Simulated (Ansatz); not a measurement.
## YbAg, space group Pm-3m: a band structure, step by step

With Ansatz 0.2.0, Python API.

Run as a notebook:

In [1]:
```python
import warnings

import ansatz as az
from ase import Atoms
import matplotlib.pyplot as plt
import numpy as np
```

In [2]:
```python
warnings.simplefilter("ignore", az.DeckWarning)
```

In [3]:
```python
atoms = Atoms(
    ["Yb", "Ag"],
    scaled_positions=[
        (0.5, 0.5, 0.5),
        (0.0, 0.0, 0.0),
    ],
    cell=[
        (3.6787, 0.0, 0.0),
        (0.0, 3.6787, 0.0),
        (0.0, 0.0, 3.6787),
    ],
    pbc=True,
)
crystal = az.Crystal.from_ase(atoms)

# high-symmetry points in fractions of the reciprocal vectors
path = [
    ("G", (0.0, 0.0, 0.0)),
    ("X", (0.0, 0.5, 0.0)),
    ("M", (0.5, 0.5, 0.0)),
    ("G", (0.0, 0.0, 0.0)),
    ("R", (0.5, 0.5, 0.5)),
    ("X", (0.0, 0.5, 0.0)),
]
calculation = (
    crystal.calculation()
    .kpoints(6, 6, 6)
    .basis(530)
    .occupations(az.OccupationsMethod.FERMI_DIRAC, width=0.15)
    .functional("r2SCAN")
    .band_structure([point for _, point in path], intervals=8)
    .scf(extra_bands=10)
)
outcome = calculation.run()
data = outcome.report
```

In [4]:
```python
data["converged"], data["free_energy_ev"]
```
Out [4]:
```text
(True, -21410.55433513713)
```

In [5]:
```python
sorted(key for key in data if key.endswith("_ev"))
```
Out [5]:
```text
['eigenvalues_ev', 'energy_sigma0_ev', 'entropy_ts_ev', 'fermi_energy_ev', 'free_energy_ev',
 'gap_by_band_count_ev', 'harris_foulkes_ev', 'internal_energy_ev', 'lagrangian_above_aufbau_ev',
 'lagrangian_ev', 'lagrangian_sigma0_ev', 'loop_eigenvalues_ev', 'loop_fermi_energy_ev',
 'occupations_fermi_energy_ev', 'residual_norms_ev']
```

In [6]:
```python
data["kpoints_frac"][:4]
```
Out [6]:
```text
[[0.0, 0.0, 0.0], [0.0, 0.0, 0.16666666666666666], [0.0, 0.0, 0.3333333333333333], [0.0, 0.0, -0.5]]
```

In [7]:
```python
for key in ("converged", "n_iterations", "n_electrons", "n_kpoints", "n_pw", "n_symmetry_ops", "free_energy_ev", "fermi_energy_ev"):
    print(f"{key:18s} {data[key]}")
```
```text
converged          True
n_iterations       12
n_electrons        43.0
n_kpoints          20
n_pw               1357
n_symmetry_ops     48
free_energy_ev     -21410.55433513713
fermi_energy_ev    13.708099643511721
```

In [8]:
```python
bands = outcome.band_structure()
fermi = bands.fermi_energy_ev
print(f"zero of the bands: {fermi:.3f} eV, the Fermi level found on the SCF mesh")
reciprocal = 2 * np.pi * np.linalg.inv(outcome.lattice.cell_ang).T
steps = np.linalg.norm(np.diff(bands.kpoints_frac @ reciprocal, axis=0), axis=1)
distance = np.concatenate([[0], np.cumsum(steps)])
fig, ax = plt.subplots(figsize=(5, 4))
for channel, colour in zip(bands.channels, ("C0", "C3")):
    ax.plot(distance, channel.eigenvalues_ev - fermi, colour, lw=1)
ax.set_xticks(distance[::8], [label for label, _ in path])
ax.set(ylim=(-4, 4), ylabel="E - E_F (eV)", xlim=(0, distance[-1]))
ax.grid(axis="x")
fig.savefig("bands.png", dpi=100)
first = bands.channels[0].eigenvalues_ev - fermi
near = np.argsort(np.abs(first.mean(axis=0)))[:4]
for band in sorted(near):
    print(f"band {band + 1}: {first[:, band].min():.3f} to {first[:, band].max():.3f} eV")
```
```text
zero of the bands: 13.708 eV, the Fermi level found on the SCF mesh
band 19: -0.670 to -0.615 eV
band 20: -0.661 to -0.601 eV
band 21: -0.634 to -0.595 eV
band 22: -0.605 to 1.896 eV
```

Caveats:
- Total energies depend on the potentials; only differences at equal settings carry meaning. A total without «per atom» is that of the cell as typed.
- Semilocal functionals put the nearly full 4f shell of Yb too close to the Fermi level.
- For a metal this k-point mesh is coarse: on a finer one energies can move by several to tens of meV an atom and pressures by half a GPa or more, differences at one mesh by less.
- An absolute Fermi energy rests on an arbitrary zero of the periodic potential and has no direct meaning.
- A Fermi-Dirac width this large means warm electrons, whose thermal share enters the free energy.
- A gap by band count of zero or less means overlapping bands, a metal, and at an odd count of electrons it is no gap at all.
- The structure is a deposited one; some such entries were measured under pressure or heat, so a shift against it needn't be the functional's error alone.
- Levels are Kohn-Sham eigenvalues on this mesh, without spin-orbit coupling.
- It ran for 7.6 s on 1 thread of AMD EPYC 7R43 64-Core Processor (Zen 3), on a shared host, peak memory 0.54 GiB.

(Lines on the test bed's own set-up are left out of the output.)
